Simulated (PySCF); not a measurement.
# TcS₂⁺: triplet, from a PBE minimum start

Where does triplet TcS₂⁺ go from a PBE minimum start, is the end point a minimum, and what are its modes, charges and moments?

Program: PySCF 2.14.0. Level of theory: PBE, basis Tc def2-SVP with ECP28, S def2-SVP, scalar-relativistic core potentials, no spin–orbit coupling, density fitting. These are calculated values, not measurements.

**1. The starting structure**

3 atoms, charge 1, spin multiplicity 3.

Bond lengths: Tc1–S2 2.070 Å, Tc1–S3 2.070 Å. Angles: S2–Tc1–S3 110.6°.

```xyz
3
charge 1 multiplicity 3
Tc    0.0000   -0.4624    0.0000
S     0.0000    0.7158    1.7022
S     0.0000    0.7158   -1.7022
```

**2. First SCF at the start**

The steps below are one call of a driver around PySCF. For each, scf.py gives the equivalent set-up of the SCF; relaxations use the driver's own optimiser. After this first run the driver tries any further starts and a stability analysis.

The input, scf.py:

```python
from pyscf import gto, scf, dft
mol = gto.M(atom='''
Tc    -0.000000    -0.462394    -0.000000
S      0.000000     0.715835     1.702193
S      0.000000     0.715835    -1.702193''',
    basis={'Tc': 'def2-SVP', 'S': 'def2-SVP'},
    ecp={'Tc': 'def2-SVP'},
    charge=1, spin=2)
mf = dft.UKS(mol, xc='PBE')
mf.grids.atom_grid = (50, 194)
aux = {'Tc': 'def2-universal-JKFIT', 'S': 'def2-universal-JKFIT'}
mf = mf.density_fit(auxbasis=aux)
mf.conv_tol = 1e-08
mf.diis_space = 10
mf.max_cycle = 60
mf.init_guess = 'minao'
mf.verbose = 4
mf.kernel()
```

Command:

```
$ OMP_NUM_THREADS=2 python axn.py task.json out
```

The log of the run:

```text
init E= -868.54491700027
[... the frontier-level lines of each cycle are left out ...]
cycle= 1 E= -876.296122941102  delta_E= -7.75  |g|= 0.317  |ddm|= 2.42
cycle= 2 E= -875.492322732321  delta_E= 0.804  |g|=  1.2  |ddm|= 1.31
cycle= 3 E= -876.114037772333  delta_E= -0.622  |g|= 0.709  |ddm|= 1.41
cycle= 4 E= -876.33523078158  delta_E= -0.221  |g|= 0.191  |ddm|= 0.385
cycle= 5 E= -876.352385164565  delta_E= -0.0172  |g|= 0.0448  |ddm|= 0.118
cycle= 6 E= -876.353452938156  delta_E= -0.00107  |g|= 0.00677  |ddm|= 0.0408
cycle= 7 E= -876.353497746455  delta_E= -4.48e-05  |g|= 0.00205  |ddm|= 0.0146
cycle= 8 E= -876.353503667244  delta_E= -5.92e-06  |g|= 0.00168  |ddm|= 0.00567
cycle= 9 E= -876.353507061016  delta_E= -3.39e-06  |g|= 0.000715  |ddm|= 0.00549
cycle= 10 E= -876.353507426455  delta_E= -3.65e-07  |g|= 0.000106  |ddm|= 0.00154
cycle= 11 E= -876.353507432448  delta_E= -5.99e-09  |g|= 1.28e-05  |ddm|= 0.000119
Extra cycle  E= -876.353507428355  delta_E= 4.09e-09  |g|= 8.37e-05  |ddm|= 9.49e-05
converged SCF energy = -876.353507428355  <S^2> = 2.0280445  2S+1 = 3.0186384
```

This step, with its further starts and checks, ran for 22 s (2 threads of Arm Neoverse N1, shared host).

The starts that the driver tried:

| start | energy (Eh) |
| --- | --- |
| the minimal-basis guess | -876.353507 |
| a thermally smeared density | -876.353507 |
| a smeared PBE density | -876.353507 |

No lower solution of this spin turned up from the other starts or in the test of internal stability.

**3. PBE minimum start, triplet: relaxation**

The program finds C2v symmetry in the start, which this walk keeps. Threshold on the gradient: 0.0003 Eh/bohr, with a further test on the energy change.

scf.py: that of step 2 with these lines changed.

```diff
@@ -3,3 +3,3 @@
-Tc    -0.000000    -0.462394    -0.000000
-S      0.000000     0.715835     1.702193
-S      0.000000     0.715835    -1.702193''',
+Tc     0.000000    -0.462636     0.000000
+S      0.000000     0.715593     1.702193
+S      0.000000     0.715593    -1.702193''',
@@ -16 +15,0 @@
-mf.init_guess = 'minao'
```

Energy and gradient, step by step:

| step | energy (Eh) | change (kJ/mol) | largest symmetric gradient (Eh/bohr) |
| --- | --- | --- | --- |
| 0 | -876.353507 | 0.00 | 0.00023 |

The walk took 2.1 s.

It settles in C2v symmetry, 0.0 kJ/mol below the start, after 0 steps: Tc–S 2.070 Å (×2); S–Tc–S 110.6°.

**4. Frequencies**

The point is checked on the finer grid, and tightened if its gradient asks for it. The Hessian and the dipole derivatives come from central differences of analytic gradients, with steps of 0.02 bohr.

scf.py: that of step 3 with these lines changed.

```diff
@@ -10 +10 @@
-mf.grids.atom_grid = (50, 194)
+mf.grids.atom_grid = (75, 302)
@@ -13 +13 @@
-mf.conv_tol = 1e-08
+mf.conv_tol = 1e-10
```

The driver hands on the density of the step before, so the log starts near convergence.

SCF at the final geometry:

```text
init E= -876.353646147374
[... the frontier-level lines of each cycle are left out ...]
cycle= 1 E= -876.35364614724  delta_E= 1.34e-10  |g|= 1.65e-05  |ddm|= 1.38e-05
cycle= 2 E= -876.353646139204  delta_E= 8.04e-09  |g|= 0.000128  |ddm|= 0.000105
cycle= 3 E= -876.353646147377  delta_E= -8.17e-09  |g|= 1.15e-06  |ddm|= 9.35e-05
cycle= 4 E= -876.353646147374  delta_E= 3.18e-12  |g|= 1.85e-06  |ddm|= 3.5e-06
Extra cycle  E= -876.353646147198  delta_E= 1.75e-10  |g|= 1.53e-05  |ddm|= 2.2e-05
converged SCF energy = -876.353646147198  <S^2> = 2.0280479  2S+1 = 3.0186407
```

The whole step took 29 s.

Geometry: C2v; Tc–S 2.070 Å (×2); S–Tc–S 110.6°.

Modes, for the most abundant isotopes:

| symmetry | ω (cm⁻¹) | IR (km/mol) |
| --- | --- | --- |
| a1 | 202 | 0.4 |
| a1 | 552 | 0.8 |
| b2 | 561 | 29.1 |

No imaginary mode, so this is a minimum.

Properties at this point:

* Dipole moment about the centre of mass: 1.78 D
* Highest occupied level: -11.84 eV
* Lowest empty level: -10.94 eV
* Rotational constants: 0.3127, 0.09099, 0.07048 cm⁻¹
* Zero-point energy: 7.9 kJ/mol
* Principal polarisabilities: 37.8, 44.6, 99.5 bohr³
* Principal traceless quadrupole moments about the centre of mass: -6.48, 1.46, 5.03 D Å
* Entropy at 298.15 K and 1 bar (electronic part: spin only): 298.6 J/(mol K)
* Heat capacity Cp at 298.15 K: 50.4 J/(mol K)
* Enthalpy at 298.15 K above 0 K: 12.36 kJ/mol
* Rotational symmetry number: 2
* Spin squared ⟨S²⟩: 2.028

Charges (e) and bond orders:

```
atom  Mulliken  Löwdin  polar tensor  spin (Mulliken)  Mayer order to Tc1
 Tc1      0.48   -0.21          1.06             1.95                   –
S2,3      0.26    0.60         -0.03             0.02                2.36
```

Mulliken populations on Tc1 (outside its core potential): s 2.44, p 6.35, d 5.72, f 0.01.

**5. Results**

```
                                          quantity                             value
                                           minimum                      triplet, C2v
                                          geometry  Tc–S 2.070 Å (×2); S–Tc–S 110.6°
                                wavenumbers (cm⁻¹)      202 (a1), 552 (a1), 561 (b2)
                    dipole moment (centre of mass)                            1.78 D
highest occupied, lowest empty level (either spin)                 -11.84, -10.94 eV
                        polar-tensor charge of Tc1                           +1.06 e
                                 zero-point energy                        7.9 kJ/mol
                               entropy at 298.15 K                   298.6 J/(mol K)
                                              ⟨S²⟩                             2.028
```

In words: The molecule stays C2v, as typed, and the end point is a minimum. The strongest infrared band lies at 561 cm⁻¹ (b2, stretch). Most of the spin sits on Tc1 (Mulliken spin 1.95, against 2 for the whole molecule). Other starts or spin states, not run here, may lie lower. Open d and f shells are described by one determinant, and the ground state may have another occupation or spin.

The search up to here took 54 s.
